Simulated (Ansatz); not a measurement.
# F4Si: the cost of one run

Program: Ansatz 0.2.0. Level of theory: RKS PBE/6-31G*. These are calculated values, not measurements.

## 1. The starting structure

Bond lengths: Si1–F2 1.590 Å, Si1–F3 1.590 Å, Si1–F4 1.589 Å, Si1–F5 1.589 Å. Angles: F2–Si1–F3 109.5°, F2–Si1–F4 109.5°, F2–Si1–F5 109.5°, F3–Si1–F4 109.5°, F3–Si1–F5 109.5°, F4–Si1–F5 109.5°.

Coordinates:

```xyz
5

Si    0.0000    0.0000    0.0000
F     0.0000    0.0000    1.5900
F     1.4994    0.0000   -0.5295
F    -0.7489    1.2974   -0.5295
F    -0.7489   -1.2974   -0.5295
```

## 2. Relaxing the start

input.yaml reads:

```yaml
crystal:
  periodic: [false, false, false]
  atoms:
    - { symbol: Si, position_ang: [0.0, 0.0, 0.0] }
    - { symbol: F, position_ang: [0.0, 0.0, 1.59] }
    - { symbol: F, position_ang: [1.4994, 0.0, -0.5295] }
    - { symbol: F, position_ang: [-0.7489, 1.2974, -0.5295] }
    - { symbol: F, position_ang: [-0.7489, -1.2974, -0.5295] }
basis:
  gaussian: { orbitals: "6-31G*" }
hamiltonian:
  xc: pbe
relax:
  f_tol: 0.02
  max_steps: 40
output:
  orbitals: {}
```

On the command line:

```bash
$ ansatz run input.yaml --threads 1 --pin off --max-ram 2048MiB --backend cpu --events-out ev --progress --plain --runs-dir out
```

Q: Estimate wall time and peak memory on 1 thread of Arm Neoverse V1, shared host.

About 7.5 s, with a peak of 0.13 GiB.
